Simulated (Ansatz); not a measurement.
# EuTe2 (fluorite): equation of state

An exercise on one series of results from a longer session: the logs are not shown, and one member is left open.

Computed with Ansatz 0.2.0 (DFT PBE, scalar-relativistic, plane waves, PAW, unless a step's input says otherwise).

7 further runs of the same task are left out: 1 for a known fault of the program, 4 that didn't finish, 2 set aside as unsound or not needed.

### Starting point

The structure is cubic, space group Fm-3m (No. 225). The conventional cell has a = 7.562 Å, b = 7.562 Å, c = 7.562 Å, α = 90.00°, β = 90.00°, γ = 90.00°. Around Eu (site symmetry m-3m) lie 8 Te at 3.27 Å. Around Te (site symmetry -43m) lie 4 Eu at 3.27 Å.

Coordinates:

```cif
data_structure
_symmetry_space_group_name_H-M 'P 1'
_symmetry_Int_Tables_number 1
_cell_length_a 5.3470
_cell_length_b 5.3470
_cell_length_c 10.6940
_cell_angle_alpha 60.000
_cell_angle_beta 60.000
_cell_angle_gamma 60.000
_cell_volume 216.19
loop_
_atom_site_label
_atom_site_type_symbol
_atom_site_fract_x
_atom_site_fract_y
_atom_site_fract_z
_atom_site_occupancy
Eu1 Eu 0.00000 0.00000 0.00000 1
Te1 Te 0.25000 0.25000 0.12500 1
Te2 Te 0.75000 0.75000 0.37500 1
Eu2 Eu 0.00000 0.00000 0.50000 1
Te3 Te 0.25000 0.25000 0.62500 1
Te4 Te 0.75000 0.75000 0.87500 1
```

This cell comes from an earlier session at PBE: 36.032 Å³/atom at 0.02 GPa, on a 8×8×4 mesh. The large moments point both ways and cancel.

Volume factors to run: 0.980, 1.020, 0.960, 1.040, 1.070, 1.100, 0.945.

The first run:

Input file input.yaml:

```yaml
crystal:
  lattice:
    - [0.0, 3.7555131872, 3.7555131872]
    - [3.7555131872, 0.0, 3.7555131872]
    - [7.5110263745, 7.5110263745, 0.0]
  atoms:
    - { symbol: Eu, position: [0.0, 0.0, 0.0], spin: 7.31 }
    - { symbol: Te, position: [0.25, 0.25, 0.125] }
    - { symbol: Te, position: [0.75, 0.75, 0.375] }
    - { symbol: Eu, position: [0.0, 0.0, 0.5], spin: -7.31 }
    - { symbol: Te, position: [0.25, 0.25, 0.625] }
    - { symbol: Te, position: [0.75, 0.75, 0.875] }
basis:
  ecutwfc: 420
  ecutrho_ratio: 4
kpoints:
  mp_grid: { grid: [8, 8, 4] }
hamiltonian:
  xc: pbe
scf:
  occupations: { method: gaussian, width: 0.05 }
output:
  forces: true
  stress: true
  eigenvalues: true
  populations: true
magnetization:
  spin_polarized: true
relax:
  f_tol: 0.01
  max_steps: 40
  cell: { stress_tol: 0.1, fix: [volume] }
```

Started as:

```
> ansatz run input.yaml --threads 2 --pin off --max-ram 2662MiB --backend cpu --events-out ev --progress --plain --runs-dir out
```

Among the steps run: At 0.980 of the relaxed volume; At 1.020 of the relaxed volume; At 0.960 of the relaxed volume; Scaling the volume by 1.040; Scaling the volume by 1.070; Scaling the volume by 1.100; Scaling the volume by 0.945.

One of the session's tables, all rows but one given; the rest of the session is left out.

It belongs to the step «Energy and pressure against volume». 

```
volume (Å³/atom)  energy (meV/atom)  pressure (GPa)  moment of atom 1 (μB)
          34.050              12.99            2.22                   6.61
          34.591               6.68            1.56                   6.62
          35.312               1.63            0.75                   6.63
          36.032               0.00            0.02                   6.64
          36.753               1.47           -0.63                   6.65
          37.473                  ?               ?                      ?
          38.554              16.63           -1.97                   6.67
          39.635              32.26           -2.61                   6.69
```

**Question.** Estimate the row for volume (Å³/atom) = 37.473.

Worked estimate for «energy (meV/atom)». A straight line through the neighbours (36.753, 1.47) and (38.554, 16.63) gives 1.47 + (16.63 − 1.47) × (37.473 − 36.753) / (38.554 − 36.753) = 7.53; a parabola fitted to 4 rows on both sides gives 5.85.

The run gave: energy (meV/atom): 5.71; pressure (GPa): -1.21; moment of atom 1 (μB): 6.66. In «energy (meV/atom)» the line misses by +1.82 and the parabola by +0.14.

Limits of these values: Warnings in the runs' records: given moment on shells, stability check not made.
